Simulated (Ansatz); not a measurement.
Task: a rigid torsion scan of H₄SSeSi, SMILES S[SiH2][SeH], with Ansatz's Python interface. Give the script and its output. Level of theory (for the species named): r2scan0, def2-SVP basis, multiplicity 1.

```xyz
7

S    -2.0511    0.0655   -0.4497
Si   -0.1100    0.3562    0.2936
Se    1.0413   -1.5636   -0.0419
H    -1.5541   -0.1366   -1.7657
H     0.5559    1.4560   -0.4355
H    -0.1610    0.6810    1.7303
H     2.3403   -0.9265    0.6231
```

`torsion_h4ssesi.py`:
```python
import ansatz as az
from ase import Atoms


def main() -> None:
    atoms = Atoms(['S', 'Si', 'Se', 'H', 'H', 'H', 'H'], positions=[
        [-2.0511, 0.0655, -0.4497],
        [-0.11, 0.3562, 0.2936],
        [1.0413, -1.5636, -0.0419],
        [-1.5541, -0.1366, -1.7657],
        [0.5559, 1.456, -0.4355],
        [-0.161, 0.681, 1.7303],
        [2.3403, -0.9265, 0.6231],
    ])

    first = (
        az.Crystal.molecule_from_ase(atoms).calculation()
        .basis(gaussian='def2-SVP')
        .functional('r2scan0')
        .relax(force_tolerance=0.02, max_steps=80)
    )
    atoms.positions = first.run().report['positions_ang']

    start = atoms.get_dihedral(2, 1, 0, 3)
    energies = {}
    for turn in range(0, 360, 30):
        turned = atoms.copy()
        turned.set_dihedral(2, 1, 0, 3, start + turn, indices=[0, 3])
        calc = az.Crystal.molecule_from_ase(turned).calculation().basis(gaussian='def2-SVP').functional('r2scan0')
        energies[round((start + turn) % 360)] = calc.run().report['free_energy_ev']
    floor = min(energies.values())
    print('dihedral Se2-Si1-S0-H3 (deg)   E - E(min) (kJ/mol)')
    for angle, e in sorted(energies.items()):
        print(f'{angle:8d} {96.485332 * (e - floor):14.3f}  ' + '#' * int(30 * (e - floor) / max(max(energies.values()) - floor, 1e-9)))


if __name__ == '__main__':
    main()
```

```console
$ python torsion_h4ssesi.py
dihedral Se2-Si1-S0-H3 (deg)   E - E(min) (kJ/mol)
       3         13.269  #######################
      33         14.745  ##########################
      63         10.795  ###################
      93          7.527  #############
     123          6.206  ###########
     153          7.536  #############
     183         12.379  ######################
     213         16.636  ##############################
     243         13.566  ########################
     273          4.742  ########
     303          0.000
     333          4.818  ########
```

These settings explore the input space; basis and method may be short of convergence. The scan is rigid and the energies are electronic, in a modest basis. With rigid groups the curve can differ much from the relaxed path, the start wasn't checked as a minimum of this torsion, and equivalent turns needn't return to the same energy. Timing: 120 s on 1 thread of Arm Neoverse V2, with other jobs on the host, peak memory 0.28 GiB.
